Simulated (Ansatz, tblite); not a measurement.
**Thioxanthone (C₁₃H₈OS): one state, many levels**

The task here is to estimate one member of a computed series from the others.

Computed with Ansatz 0.2.0, Gaussian basis. Level: as each input shows.

Plan: GFN1-xTB, GFN2-xTB, PBE-D4/def2-TZVP, r2SCAN-D4/def2-TZVP, PBE-D4/def2-SVP, PBE0-D4/def2-SVP, HF/6-31G, B3LYP-D4/6-31G, MP2/def2-SVP, RPA/def2-SVP.

4 further runs of the same task are left out: 4 that didn't finish.

## The structure

The singlet was relaxed beforehand with PBE-D4/def2-SVP.

SMILES `O=c1c2ccccc2sc2ccccc12`, 23 atoms, charge 0, spin multiplicity 1.

Bond lengths: O1–C2 1.236 Å, C2–C3 1.490 Å, C2–C15 1.490 Å, C3–C4 1.415 Å, C3–C8 1.417 Å, C4–C5 1.393 Å, C4–H16 1.100 Å, C5–C6 1.410 Å, C5–H17 1.100 Å, C6–C7 1.395 Å, C6–H18 1.101 Å, C7–C8 1.415 Å, C7–H19 1.101 Å, C8–S9 1.755 Å, S9–C10 1.755 Å, C10–C11 1.415 Å, C10–C15 1.417 Å, C11–C12 1.395 Å and more. Angles: O1–C2–C3 120.5°, O1–C2–C15 120.5°, C3–C2–C15 119.0°, C2–C3–C4 117.1°, C2–C3–C8 124.5°, C4–C3–C8 118.4°, C3–C4–C5 121.5°, C3–C4–H16 116.4°, C5–C4–H16 122.1°, C4–C5–C6 119.5°, C4–C5–H17 120.3°, C6–C5–H17 120.2°, C5–C6–C7 120.3°, C5–C6–H18 120.3°, C7–C6–H18 119.4°, C6–C7–C8 120.1°, C6–C7–H19 120.4°, C8–C7–H19 119.5° and more.

PBE0-D4/def2-TZVP was run before; its log isn't repeated, and its numbers join the tables.

The first run:

Tight binding, by tblite at 300 K electronic temperature and without a spin-polarisation term:

```python
tblite.interface.Calculator('GFN1-xTB', numbers, positions, charge=0, uhf=0).singlepoint()
```

Tight binding, by tblite at 300 K electronic temperature and without a spin-polarisation term:

```python
tblite.interface.Calculator('GFN2-xTB', numbers, positions, charge=0, uhf=0).singlepoint()
```

start.molden holds the orbitals of an earlier run on this state, given as this run's starting guess.

in.yaml

```yaml
crystal:
  periodic: [false, false, false]
  atoms:
    - {symbol: O, position_ang: [0.316790, 1.049364, -2.261714]}
    - {symbol: C, position_ang: [0.161025, 0.533434, -1.149549]}
    - {symbol: C, position_ang: [1.332134, 0.031840, -0.377463]}
    - {symbol: C, position_ang: [2.607620, 0.174742, -0.973778]}
    - {symbol: C, position_ang: [3.763776, -0.262553, -0.332283]}
    - {symbol: C, position_ang: [3.667820, -0.862292, 0.940751]}
    - {symbol: C, position_ang: [2.424672, -1.017008, 1.554032]}
    - {symbol: C, position_ang: [1.250442, -0.572558, 0.901851]}
    - {symbol: S, position_ang: [-0.248989, -0.824588, 1.778027]}
    - {symbol: C, position_ang: [-1.475531, -0.172855, 0.705496]}
    - {symbol: C, position_ang: [-2.807185, -0.249921, 1.177148]}
    - {symbol: C, position_ang: [-3.855453, 0.240749, 0.398788]}
    - {symbol: C, position_ang: [-3.596469, 0.816568, -0.862508]}
    - {symbol: C, position_ang: [-2.285492, 0.892205, -1.326245]}
    - {symbol: C, position_ang: [-1.200815, 0.403250, -0.559909]}
    - {symbol: H, position_ang: [2.632829, 0.648014, -1.966541]}
    - {symbol: H, position_ang: [4.745396, -0.141576, -0.814002]}
    - {symbol: H, position_ang: [4.573759, -1.212234, 1.458683]}
    - {symbol: H, position_ang: [2.348710, -1.485003, 2.547726]}
    - {symbol: H, position_ang: [-3.008295, -0.699612, 2.161808]}
    - {symbol: H, position_ang: [-4.886930, 0.174835, 0.777136]}
    - {symbol: H, position_ang: [-4.424913, 1.202811, -1.474687]}
    - {symbol: H, position_ang: [-2.034890, 1.332410, -2.302779]}
basis:
  gaussian: {orbitals: def2-TZVP, initial_orbitals: start.molden}
hamiltonian: {xc: pbe, dispersion: d4}
scf: {omitted_lower_state_checks: [starts]}
output: {orbitals: {seedname: orbitals}}
```

Command:

```bash
ansatz run in.yaml --threads 4 --pin off --events-out ev --progress --plain --max-ram 6963MiB
```

Among the steps run: PBE-D4/def2-TZVP; r2SCAN-D4/def2-TZVP; PBE-D4/def2-SVP; PBE0-D4/def2-SVP; HF/6-31G; B3LYP-D4/6-31G; MP2/def2-SVP; RPA/def2-SVP.

One of the session's tables, all rows but one given; the rest of the session is left out.

It belongs to the step «Binding energy». 

```
              level  binding an atom (eV)
           HF/6-31G                 3.584
        HF/def2-SVP                 3.939
    PBE-D4/def2-SVP                 5.673
   PBE-D4/def2-TZVP                 5.585
r2SCAN-D4/def2-TZVP                 5.386
     B3LYP-D4/6-31G                 5.182
   PBE0-D4/def2-SVP                 5.530
  PBE0-D4/def2-TZVP                 5.442
       MP2/def2-SVP                     ?
```

**Question.** Estimate the row for MP2/def2-SVP.

The run gave: binding an atom (eV): 5.293. In the column «binding an atom (eV)» it lies between B3LYP-D4/6-31G (5.182) and r2SCAN-D4/def2-TZVP (5.386).

Caveats from the session: Free atoms were run apart at each level; binding is atoms less cluster, divided by the number of atoms, without zero-point or spin-orbit terms.
